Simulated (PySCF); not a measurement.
# NiS2: triplet, from a PBE0 minimum start

Aim: relax NiS2 as a triplet from a PBE0 minimum start, check by its vibrations whether the end is a minimum, and collect its spectrum and constants.

Program: PySCF 2.14.0. Level of theory: PBE0, basis Ni def2-SVP, S def2-SVP, no relativity, density fitting. These are calculated values, not measurements.

**1. Starting geometry**

3 atoms, charge 0, spin multiplicity 3.

Bond lengths: Ni1–S2 2.118 Å, Ni1–S3 2.118 Å, S2–S3 2.122 Å. Angles: S2–Ni1–S3 60.1°, Ni1–S2–S3 59.9°, Ni1–S3–S2 59.9°.

```xyz
3
charge 0 multiplicity 3
Ni    0.0000    0.0000   -0.9616
S     1.0611    0.0000    0.8712
S    -1.0611    0.0000    0.8712
```

**2. First SCF at the start**

One driver script runs all steps and calls PySCF; scf.py shows how it sets up the SCF of each step. The optimiser is the driver's own. After this first run the driver tries any further starts and a stability analysis.

scf.py

```python
from pyscf import gto, scf, dft
mol = gto.M(atom='''
Ni     0.000000     0.000000    -0.961585
S      1.061081    -0.000000     0.871225
S     -1.061081     0.000000     0.871225''',
    basis={'Ni': 'def2-SVP', 'S': 'def2-SVP'},
    charge=0, spin=2)
mf = dft.UKS(mol, xc='PBE0')
mf.grids.atom_grid = (50, 194)
aux = {'Ni': 'def2-universal-JKFIT', 'S': 'def2-universal-JKFIT'}
mf = mf.density_fit(auxbasis=aux)
mf.conv_tol = 1e-08
mf.diis_space = 10
mf.max_cycle = 60
mf.init_guess = 'minao'
mf.verbose = 4
mf.kernel()
```

Launch:

```
OMP_NUM_THREADS=2 python axn.py task.json out
```

The runs that follow: Relaxation: PBE0 minimum start, triplet; Hessian and properties.

Q: Predict the outcome of this session. Wanted: minimum; geometry; wavenumbers; dipole moment; highest occupied, lowest empty level; polar-tensor charge of Ni1; zero-point energy; atomisation energy; ⟨S²⟩.

**Answer**, as computed:

| quantity | value |
| --- | --- |
| minimum | triplet, C2v |
| geometry | Ni–S 2.118 Å (×2), S–S 2.122 Å; Ni–S–S 59.9° (×2), S–Ni–S 60.1° |
| wavenumbers (cm⁻¹) | 248 (b2), 324 (a1), 521 (a1) |
| dipole moment | 5.19 D |
| highest occupied, lowest empty level (either spin) | -5.73, -2.65 eV |
| polar-tensor charge of Ni1 | +0.66 e |
| zero-point energy | 6.5 kJ/mol |
| entropy at 298.15 K | 294.3 J/(mol K) |
| atomisation energy (no zero-point energy) | 620 kJ/mol |
| ⟨S²⟩ | 2.022 |

What this shows: The molecule stays C2v, as typed, and the end point is a minimum. The strongest infrared band lies at 521 cm⁻¹ (a1). With 5.2 D the molecule is strongly polar. Most of the spin sits on Ni1 (Mulliken spin 1.21, against 2 for the whole molecule). Only this shape and spin were tried, so other structures or states may lie lower. One determinant may miss the lowest occupation of an open d or f shell.
